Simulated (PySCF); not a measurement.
# C2H10OSi2: the cost of one run

The runs use PySCF 2.14.0, with density-fitted response routines of our own; the level of theory stands in each step. All values are computed, except where a source is named. Atoms are numbered from 0 throughout.

### 1 Starting geometry

15 atoms, charge 0, multiplicity 1; geometry from: GFN2-xTB. The atoms were then displaced at random by about 0.01 Å, so the start is not that level's minimum.

Bonds of the start (Å): O0–Si1 1.64, Si1–C2 1.91, C2–C3 1.49, C3–Si4 1.93, O0–H5 0.92, Si1–H6 1.46, Si1–H7 1.49, C2–H8 1.11, C2–H9 1.07, C3–H10 1.09, C3–H11 1.10, Si4–H12 1.47, Si4–H13 1.46, Si4–H14 1.47.

### 2 Relaxing the molecule at PBE0-D3(BJ)/def2-SVP

The job: settings as JSON, then the geometry in Å.

```
{"job": {"xc": "PBE0", "basis": "def2-SVP", "d3": "d3bj", "grid": 1, "shake": 0.01, "kind": "geom"}, "charge": 0, "multiplicity": 1}
O      2.305210    -0.489900     1.060570
Si     2.060580    -0.168030    -0.530740
C      0.290310     0.541690    -0.634380
C     -0.720200    -0.430810    -0.125280
Si    -2.508130     0.288630    -0.214890
H      3.090930    -0.834730     1.386070
H      2.192950    -1.411020    -1.293780
H      3.081360     0.802640    -1.008910
H      0.252300     1.470840    -0.023950
H      0.086810     0.817790    -1.648110
H     -0.712870    -1.354950    -0.701480
H     -0.507730    -0.713000     0.911930
H     -3.507030    -0.681310     0.260180
H     -2.836020     0.659870    -1.583200
H     -2.583810     1.484930     0.633080
```

On the command line:

```
> OMP_NUM_THREADS=1 python probes_run.py task.json out
```

One launch serves the whole session: the jobs run in the order shown.

**Question.** How long does this first job take on 1 thread of Arm Neoverse V2, shared host, and how much memory does it need?

About 46 s, with a peak of 0.49 GiB.
